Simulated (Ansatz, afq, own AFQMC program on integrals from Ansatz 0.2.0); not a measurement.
# CuCl (triplet): AFQMC on the coupled-cluster ladder, def2-SVP

How near does AFQMC come to the top of the ladder for CuCl (triplet)?

The runs use Ansatz 0.2.0, Gaussian basis, and an in-house AFQMC program (afq) on its integrals; all values are calculated; def2-SVP, frozen cores.

Plan: PBE (unrestricted); r2SCAN (unrestricted); PBE0 (unrestricted); B3LYP (unrestricted); wB97M-V (unrestricted); B2PLYP (unrestricted); CCSD(T) on UHF; Phaseless AFQMC, CISD trial on UHF.

1 further run of the same task is left out (it didn't finish).

**1. The system**

The geometry is a PBE0/def2-TZVP stationary point (not a proven minimum) of the parent state, kept for this charge and spin.

2 atoms, charge 0, spin multiplicity 3.

Atoms are counted from 1 here; the program's logs count them from 0.

Bond lengths: Cu1–Cl2 2.076 Å.

As a file:

```xyz
2
ClCu
Cu    0.0000    0.0000    0.0000
Cl    0.0000    0.0000    2.0759
```

**2. PBE (unrestricted)**

in.yaml reads:

```yaml
crystal:
  periodic: [false, false, false]
  atoms:
    - {symbol: Cu, position_ang: [0.000000, 0.000000, 0.000000]}
    - {symbol: Cl, position_ang: [0.000000, 0.000000, 2.075895]}
basis:
  gaussian: {orbitals: def2-SVP}
magnetization: {spin_polarized: true, initial_magnetization: 2}
hamiltonian: {xc: {name: PBE}}
output: {orbitals: {seedname: orbitals}}
```

Started as:

```sh
ansatz run in.yaml --threads 1 --pin off --events-out ev --progress --plain --max-ram 1843MiB
```

The program printed:

```text
Functional definition: PBE
  name "PBE"
  cite "Perdew, Burke & Ernzerhof, Phys. Rev. Lett. 77, 3865 (1996) doi:10.1103/PhysRevLett.77.3865"
  parent pbe
  parameter kappa = 0.804
  parameter beta = 0.06672455060314922
  exchange = pbe_x(kappa = kappa, mu = beta*pi^2/3)
  correlation = pbe_c(beta = beta)
579 factors; their error is unknown
mean field evaluation 1: about -57138.0064 eV, gradient 2.0e1 eV
mean field evaluation 2: about -57105.4551 eV, gradient 1.0e2 eV
mean field evaluation 4: about -57138.5390 eV, gradient 1.3e1 eV
mean field evaluation 8: about -57139.4479 eV, gradient 5.5e0 eV
mean field evaluation 16: about -57139.4918 eV, gradient 2.6e-5 eV
mean field evaluation 32: about -57139.1971 eV, gradient 5.2e0 eV
mean field evaluation 64: about -57139.3453 eV, gradient 1.5e0 eV
mean field evaluation 96: about -57139.4549 eV, gradient 1.0e0 eV
mean field -57139.49178814 eV, -2099.8375926756 hartree, gradient 8.0e-6 eV, S^2 2.001326; 12 other end points of the search recorded, 0 dependent functions left out
reference -57139.49183588 eV, -2099.8375944300 hartree; 24, 22 occupied and 25, 27 virtual orbitals, 579 factors
Total energy: -57139.49183588 eV, -2099.8375944300 hartree
```

Run time: 8 s. Hardware: 1 thread of Intel Xeon Platinum 8488C, shared host.

From the report: ⟨S²⟩ of the determinant 2.001 (pure triplet: 2.00).

**3. r2SCAN (unrestricted)**

Changes to in.yaml since step 2:

```diff
@@ -8,3 +8,2 @@
 magnetization: {spin_polarized: true, initial_magnetization: 2}
-hamiltonian: {xc: {name: PBE}}
-output: {orbitals: {seedname: orbitals}}
+hamiltonian: {xc: {name: r2SCAN}}
```

Same command.

The program printed, shortened:

```text
Functional definition: r2SCAN
  name "r2SCAN"
  cite "Furness, Kaplan, Ning, Perdew & Sun, J. Phys. Chem. Lett. 11, 8208 (2020) doi:10.1021/acs.jpclett.0c02405"
  cite "Furness, Kaplan, Ning, Perdew & Sun, J. Phys. Chem. Lett. 11, 9248 (2020) doi:10.1021/acs.jpclett.0c03077"
  parent r2scan
[...]
579 factors; their error is unknown
[...]
mean field -57150.42444471 eV, -2100.2393603942 hartree, gradient 8.3e-6 eV, S^2 2.002560; 17 other end points of the search recorded, 0 dependent functions left out
reference -57150.42447234 eV, -2100.2393614093 hartree; 24, 22 occupied and 25, 27 virtual orbitals, 579 factors
Total energy: -57150.42447234 eV, -2100.2393614093 hartree
```

Wall time 19 s (1 thread of Intel Xeon Platinum 8488C, shared host).

From the report: ⟨S²⟩ of the determinant 2.003 (pure triplet: 2.00).

**4. PBE0 (unrestricted)**

Changes to in.yaml since step 3:

```diff
@@ -8,2 +8,3 @@
 magnetization: {spin_polarized: true, initial_magnetization: 2}
-hamiltonian: {xc: {name: r2SCAN}}
+hamiltonian: {xc: {name: PBE0}}
+output: {orbitals: {seedname: orbitals}}
```

Launched as before.

The program printed, shortened:

```text
Functional definition: PBE0
  name "PBE0"
  cite "Adamo & Barone, J. Chem. Phys. 110, 6158 (1999) doi:10.1063/1.478522"
  cite "Perdew, Burke & Ernzerhof, Phys. Rev. Lett. 77, 3865 (1996) doi:10.1103/PhysRevLett.77.3865"
  parent pbe
[...]
506 factors; integrals over basis functions are off by at most 1.3e-3 eV
[...]
mean field -57140.67281770 eV, -2099.8809947115 hartree, gradient 5.9e-6 eV, S^2 2.002531; 3 other end points of the search recorded, 0 dependent functions left out
reference -57140.67285288 eV, -2099.8809960043 hartree; 24, 22 occupied and 25, 27 virtual orbitals, 506 factors
Total energy: -57140.67285288 eV, -2099.8809960043 hartree
```

Run time: 8 s. Hardware: 1 thread of Intel Xeon Platinum 8488C, shared host.

From the report: ⟨S²⟩ of the determinant 2.003 (pure triplet: 2.00).

**5. B3LYP (unrestricted)**

Changes to in.yaml since step 4:

```diff
@@ -8,3 +8,2 @@
 magnetization: {spin_polarized: true, initial_magnetization: 2}
-hamiltonian: {xc: {name: PBE0}}
-output: {orbitals: {seedname: orbitals}}
+hamiltonian: {xc: {name: B3LYP}}
```

Same command.

The program printed, shortened:

```text
Functional definition: B3LYP
  name "B3LYP"
  cite "Stephens, Devlin, Chabalowski & Frisch, J. Phys. Chem. 98, 11623 (1994) doi:10.1021/j100096a001"
  cite "Becke, Phys. Rev. A 38, 3098 (1988) doi:10.1103/PhysRevA.38.3098"
  cite "Lee, Yang & Parr, Phys. Rev. B 37, 785 (1988) doi:10.1103/PhysRevB.37.785"
  cite "Vosko, Wilk & Nusair, Can. J. Phys. 58, 1200 (1980) doi:10.1139/p80-159"
[...]
506 factors; integrals over basis functions are off by at most 1.3e-3 eV
[...]
mean field -57153.04378458 eV, -2100.3356193587 hartree, gradient 3.2e-6 eV, S^2 2.002212; 7 other end points of the search recorded, 0 dependent functions left out
reference -57153.04398694 eV, -2100.3356267955 hartree; 24, 22 occupied and 25, 27 virtual orbitals, 506 factors
Total energy: -57153.04398694 eV, -2100.3356267955 hartree
```

Wall time 8.5 s (1 thread of Intel Xeon Platinum 8488C, shared host).

From the report: ⟨S²⟩ of the determinant 2.002 (pure triplet: 2.00).

**6. wB97M-V (unrestricted)**

Changes to in.yaml since step 5:

```diff
@@ -8,2 +8,3 @@
 magnetization: {spin_polarized: true, initial_magnetization: 2}
-hamiltonian: {xc: {name: B3LYP}}
+hamiltonian: {xc: {name: wB97M-V}}
+output: {orbitals: {seedname: orbitals}}
```

Launched as before.

The program printed, shortened:

```text
Functional definition: wB97M-V
  name "wB97M-V"
  cite "Mardirossian & Head-Gordon, J. Chem. Phys. 144, 214110 (2016) doi:10.1063/1.4952647"
  cite "Becke, J. Chem. Phys. 107, 8554 (1997) doi:10.1063/1.475007"
  cite "Vydrov & Van Voorhis, J. Chem. Phys. 133, 244103 (2010) doi:10.1063/1.3521275"
  # Of w^i u^j: cxij and so on, Table III.
[...]
  gx(w, u) = 1 - cx + cx01*u + cx10*w
  gss(w, u) = css00 + css04*u^4 + css10*w + css20*w^2 + css43*w^4*u^3
  gos(w, u) = cos00 + cos10*w + (cos20 + cos21*u)*w^2 + (cos60 + cos61*u)*w^6
[...]
      + integral(e_c_pw_mod_opposite_spin*gos(b97_w_opposite, b97_u_opposite)) + vv10(b, c)
506 factors; integrals over basis functions are off by at most 1.3e-3 eV
85 factors; integrals over basis functions are off by at most 1.2e-4 eV
[...]
mean field -57148.23395493 eV, -2100.1588613794 hartree, gradient 4.2e-6 eV, S^2 2.001862; 3 other end points of the search recorded, 0 dependent functions left out
reference -57148.23399990 eV, -2100.1588630319 hartree; 24, 22 occupied and 25, 27 virtual orbitals, 506 factors
Total energy: -57148.23399990 eV, -2100.1588630319 hartree
```

Wall time 33 s (1 thread of Intel Xeon Platinum 8488C, shared host); peak memory 0.28 GiB.

From the report: ⟨S²⟩ of the determinant 2.002 (pure triplet: 2.00).

**7. B2PLYP (unrestricted)**

Changes to in.yaml since step 6:

```diff
@@ -8,3 +8,3 @@
 magnetization: {spin_polarized: true, initial_magnetization: 2}
-hamiltonian: {xc: {name: wB97M-V}}
-output: {orbitals: {seedname: orbitals}}
+hamiltonian: {xc: {name: B2PLYP}}
+correlation: {electrons: outside_noble_gas}
```

The command is unchanged.

The program printed, shortened:

```text
Functional definition: B2PLYP
  name "B2PLYP"
  cite "Grimme, J. Chem. Phys. 124, 034108 (2006) doi:10.1063/1.2148954"
  cite "Becke, Phys. Rev. A 38, 3098 (1988) doi:10.1103/PhysRevA.38.3098"
  cite "Lee, Yang & Parr, Phys. Rev. B 37, 785 (1988) doi:10.1103/PhysRevB.37.785"
[...]
506 factors; integrals over basis functions are off by at most 1.3e-3 eV
[...]
mean field -57134.86686597 eV, -2099.6676299209 hartree, gradient 2.3e-6 eV, S^2 2.002667; 9 other end points of the search recorded, 0 dependent functions left out
14 core orbitals not correlated: weight in the atoms' cores, before any rotation towards them, 1.000 or more for the frozen orbitals, at most 0.000 for the correlated occupied ones
reference -57134.86699334 eV, -2099.6676346015 hartree; 10, 8 occupied and 25, 27 virtual orbitals, 506 factors
second order -11.50107895 eV of doubles, -0.00000000 eV of singles
Total energy: -57137.97228466 eV, -2099.7817519525 hartree
```

Wall time 11 s (1 thread of Intel Xeon Platinum 8488C, shared host).

From the report: ⟨S²⟩ of the determinant 2.003 (pure triplet: 2.00).

**8. CCSD(T) on UHF**

Changes to in.yaml since step 7:

```diff
@@ -8,3 +8,2 @@
 magnetization: {spin_polarized: true, initial_magnetization: 2}
-hamiltonian: {xc: {name: B2PLYP}}
-correlation: {electrons: outside_noble_gas}
+correlation: {method: ccsd_t, electrons: outside_noble_gas, hamiltonian_folder: ham}
```

Launched as before.

The program printed, shortened:

```text
Functional definition: HF
  name "HF"
  cite "Fock, Z. Phys. 61, 126 (1930) doi:10.1007/BF01340294"
  parent pbe
[...]
506 factors; integrals over basis functions are off by at most 1.3e-3 eV
[...]
mean field -57091.59397829 eV, -2098.0773806298 hartree, gradient 2.5e-6 eV, S^2 2.003491; 12 other end points of the search recorded, 0 dependent functions left out
determinant -57091.59397829 eV, -2098.0773806298 hartree, with singles and doubles -57101.01030463 eV, -2098.4234242402 hartree
determinant -57091.38572362 eV, -2098.0697274119 hartree, with singles and doubles -57100.80005637 eV, -2098.4156977592 hartree
determinant -57091.14414340 eV, -2098.0608495026 hartree, with singles and doubles -57100.39372264 eV, -2098.4007652699 hartree
determinant -57086.71465517 eV, -2097.8980688124 hartree, with singles and doubles -57096.20715477 eV, -2098.2469117384 hartree
determinant -57091.59397829 eV, -2098.0773806298 hartree, with singles and doubles -57101.02204644 eV, -2098.4238557438 hartree
determinant -57091.38572362 eV, -2098.0697274119 hartree, with singles and doubles -57100.82523415 eV, -2098.4166230254 hartree
14 core orbitals not correlated: weight in the atoms' cores, before any rotation towards them, 1.000 or more for the frozen orbitals, at most 0.000 for the correlated occupied ones
reference -57091.59397829 eV, -2098.0773806298 hartree; 10, 8 occupied and 25, 27 virtual orbitals, 506 factors
second order -9.15522271 eV of doubles, -0.00000000 eV of singles
cycle   1  -9.42806788 eV  change    2.7e-7 eV  update   2.2e-6
perturbative correction -0.27548447 eV, -0.0101238676 hartree
Total energy: -57101.29753064 eV, -2098.4339796015 hartree
```

Wall time 10 s (1 thread of Intel Xeon Platinum 8488C, shared host).

From the report: ⟨S²⟩ of the determinant 2.003 (pure triplet: 2.00); correlation -9.7036 eV; T1 0.033; largest double amplitude 0.03.

This run also writes the integrals to the folder ham.

**9. Phaseless AFQMC, CISD trial on UHF**

It reads the integrals that the CCSD(T) run on this determinant wrote.

Started as:

```sh
afq ham --method phaseless --trial cisd --walkers 60 --populations 1 --least-time 40 --time-step 0.005 --steps-per-block 50 --equilibration-blocks 40 --max-blocks 300 --target-error 0.00051 --factor-cut 1e-05 --start spin_pure --seed 340 --release-times 0.24,0.5,1,1.5 --release-step 0.02 --release-every 4 --taylor-order 6
```

The program printed:

```text
orbitals 35  electrons 10 8  factors 291 of 506
reference energy -2098.07738063 Eh
CCSD correlation -0.34647509 Eh in 13 cycles, weight of the determinant in the CISD state 0.8738
energy of the start -2098.423873 Eh
 block  time / (1/Eh)  mean weight  energy / Eh
     1     0.250  1.0006  -2098.422886
     2     0.500  0.9995  -2098.424473
     3     0.750  0.9981  -2098.428685
     4     1.000  1.0026  -2098.424754
     5     1.250  0.9999  -2098.427405
     6     1.500  0.9962  -2098.428531
     7     1.750  0.9980  -2098.429485
     8     2.000  0.9993  -2098.433423
     9     2.250  0.9979  -2098.427570
    10     2.500  0.9957  -2098.446126
    17     4.250  0.9993  -2098.432031
    25     6.250  1.0000  -2098.430656
    33     8.250  0.9998  -2098.436453
    41    10.250  1.0001  -2098.448607
    49    12.250  0.9988  -2098.436341
    57    14.250  0.9983  -2098.442451
    65    16.250  1.0015  -2098.434863
    73    18.250  1.0016  -2098.422786
    81    20.250  1.0035  -2098.441101
    89    22.250  1.0005  -2098.423798
    97    24.250  0.9940  -2098.434455
   105    26.250  0.9986  -2098.432572
   113    28.250  1.0008  -2098.432836
   121    30.250  0.9990  -2098.422305
   129    32.250  0.9992  -2098.444560
   137    34.250  0.9992  -2098.435369
   145    36.250  1.0034  -2098.430211
   153    38.250  0.9983  -2098.429167
   161    40.250  1.0008  -2098.428456
   169    42.250  0.9990  -2098.423506
   177    44.250  0.9973  -2098.423269
   185    46.250  0.9991  -2098.427249
   193    48.250  1.0018  -2098.423245
   201    50.250  1.0014  -2098.435075
   209    52.250  1.0014  -2098.435211
   217    54.250  0.9972  -2098.428564
   225    56.250  0.9970  -2098.435535
   233    58.250  1.0003  -2098.437255
   241    60.250  1.0021  -2098.431168
   249    62.250  1.0021  -2098.437531
   257    64.250  1.0044  -2098.441738
   265    66.250  0.9992  -2098.425593
   273    68.250  0.9998  -2098.437573
   281    70.250  0.9996  -2098.441215
   289    72.250  1.0013  -2098.433280
   297    74.250  1.0020  -2098.446540
   305    76.250  1.0009  -2098.443454
   313    78.250  0.9987  -2098.438286
   321    80.250  0.9961  -2098.453385
   329    82.250  1.0014  -2098.429929
   337    84.250  1.0012  -2098.453318
blocks merged  error / Eh  count
     1  0.000462  300
     2  0.000517  150
     4  0.000588  75
     8  0.000525  37
    16  0.000614  18
    32  0.000446  9
released: time / (1/Eh)  energy / Eh  error  mean overlap
  0.24  -2098.434472  0.000816  0.9960
  0.50  -2098.435047  0.000799  0.9910
  1.00  -2098.433480  0.001177  1.0071
  1.50  -2098.435709  0.001772  0.9648
energy -2098.433153 +/- 0.000614 Eh
```

Run time: 14 min. Hardware: 1 thread of Intel Xeon Platinum 8488C, shared host.

Energy -57101.2750 ± 0.0167 eV. Caveats: constraint bias not in the error.

**10. All levels side by side**

On the UHF determinant, counted from CCSD(T) (a yardstick, not exact):

```
                                              level  energy (eV)  from CCSD(T) (kJ/mol)  statistical error (kJ/mol)    time
                                                 HF  -57091.5940                 +936.3                                    
                                                MP2  -57100.7492                  +52.9                                    
                                               CCSD  -57101.0220                  +26.6                                    
                                            CCSD(T)  -57101.2975                    0.0                                    
Phaseless AFQMC, CISD trial, step 0.005, 60 walkers  -57101.2750                   +2.2                         1.6  14 min
```

The functionals' totals stand on their own zeros and serve differences with other points: PBE -57139.492 eV; r2SCAN -57150.424 eV; PBE0 -57140.673 eV; B3LYP -57153.044 eV; wB97M-V -57148.234 eV; B2PLYP -57137.972 eV.

**11. Outcome**

| quantity | value |
| --- | --- |
| Phaseless AFQMC, CISD trial on UHF from CCSD(T) | +2.2 ± 1.6 kJ/mol |

In words: On UHF the phaseless walk with the CISD trial lies +2.2 kJ/mol from CCSD(T), within three error bars. Error bars are statistical and leave out the constraint, the time step and what remains of the start.
